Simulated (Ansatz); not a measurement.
Write a Python script for Ansatz's Python interface that makes vertical and adiabatic energies of changing the electron count of H4SSeSi, SMILES S[SiH2][SeH]. Level of theory (for the species named): CAM-B3LYP, def2-SVP basis, multiplicity 1.

```yaml
atoms:
  - { symbol: S, position_ang: [-2.0511, 0.0655, -0.4497] }
  - { symbol: Si, position_ang: [-0.1100, 0.3562, 0.2936] }
  - { symbol: Se, position_ang: [1.0413, -1.5636, -0.0419] }
  - { symbol: H, position_ang: [-1.5541, -0.1366, -1.7657] }
  - { symbol: H, position_ang: [0.5559, 1.4560, -0.4355] }
  - { symbol: H, position_ang: [-0.1610, 0.6810, 1.7303] }
  - { symbol: H, position_ang: [2.3403, -0.9265, 0.6231] }
```

`adiabatic.py`
```python
# -*- coding: utf-8 -*-
"""Vertical and adiabatic ionisation of H4SSeSi."""

import itertools

import ansatz as az
from ase.data import atomic_numbers, covalent_radii
import numpy as np

mol = (
    az.Crystal.molecule()
    .atom("S", [-2.0511, 0.0655, -0.4497])
    .atom("Si", [-0.11, 0.3562, 0.2936])
    .atom("Se", [1.0413, -1.5636, -0.0419])
    .atom("H", [-1.5541, -0.1366, -1.7657])
    .atom("H", [0.5559, 1.456, -0.4355])
    .atom("H", [-0.161, 0.681, 1.7303])
    .atom("H", [2.3403, -0.9265, 0.6231])
)

job = (
    mol.calculation()
    .basis(gaussian="def2-SVP")
    .functional("cam_b3lyp")
)
symbols = [site.symbol for site in mol.cartesian_sites]
start = np.array([site.position_ang for site in mol.cartesian_sites], dtype=float)
report = job.relax(force_tolerance=0.01).run(threads=1).report
end = np.array(report["positions_ang"])

minimum = az.Crystal.molecule()
for symbol, place in zip(symbols, end):
    minimum = minimum.atom(symbol, place.tolist())
ion = (
    minimum.calculation()
    .basis(gaussian="def2-SVP")
    .functional("cam_b3lyp")
    .charge(1)
    .spin("collinear", total=1)
)
vertical = ion.run(threads=1).report
settled = ion.relax(force_tolerance=0.01, max_steps=80).run(threads=1).report
print(f"vertical ionisation energy   {vertical['free_energy_ev'] - report['free_energy_ev']:.3f} eV")
print(f"adiabatic, no zero point     {settled['free_energy_ev'] - report['free_energy_ev']:.3f} eV")
print(f"relaxation energy of the ion {vertical['free_energy_ev'] - settled['free_energy_ev']:.3f} eV")
ionised = np.array(settled["positions_ang"])
# pairs closer than 1.2 times the sum of covalent radii, before or after
radius = [covalent_radii[atomic_numbers[s]] for s in symbols]
span = lambda where, i, j: np.linalg.norm(where[i] - where[j])
bonded = [(i, j) for i, j in itertools.combinations(range(len(symbols)), 2) if min(span(end, i, j), span(ionised, i, j)) < 1.2 * (radius[i] + radius[j])]
print("pair        before    after (A)")
for i, j in bonded:
    print(f"{symbols[i]}{i}-{symbols[j]}{j}".ljust(10), f"{span(end, i, j):8.4f} {span(ionised, i, j):8.4f}")
for first, second in list(itertools.combinations(bonded, 2)):
    shared = set(first) & set(second)
    if shared and symbols[(j := shared.pop())] != "H":
        i, k = sorted((set(first) | set(second)) - {j})
        u, v = ionised[i] - ionised[j], ionised[k] - ionised[j]
        angle = np.degrees(np.arccos(np.clip(u @ v / np.linalg.norm(u) / np.linalg.norm(v), -1, 1)))
        print(f"final angle {symbols[i]}{i}-{symbols[j]}{j}-{symbols[k]}{k}: {angle:.2f} deg")
```

Running `python adiabatic.py` prints:
```text
vertical ionisation energy   9.344 eV
adiabatic, no zero point     8.850 eV
relaxation energy of the ion 0.494 eV
pair        before    after (A)
S0-Si1       2.1403   2.1661
S0-H3        1.3498   1.3556
Si1-Se2      2.2886   2.3355
Si1-H4       1.4860   1.4728
Si1-H5       1.4836   1.4713
Se2-H6       1.4701   1.4764
final angle Si1-S0-H3: 95.69 deg
final angle S0-Si1-Se2: 87.14 deg
final angle S0-Si1-H4: 114.77 deg
final angle S0-Si1-H5: 109.82 deg
final angle Se2-Si1-H4: 112.69 deg
final angle Se2-Si1-H5: 108.13 deg
final angle Si1-Se2-H6: 93.54 deg
final angle H4-Si1-H5: 119.54 deg
```

The energies are electronic: no zero-point or thermal terms, and the basis set is short of its limit. The product may relax into another structure. Each relaxation finds its nearest minimum, which needn't be the lowest. Finished in 3.6 min on 1 thread of Arm Neoverse V1, on a shared host, peak memory 0.41 GiB.
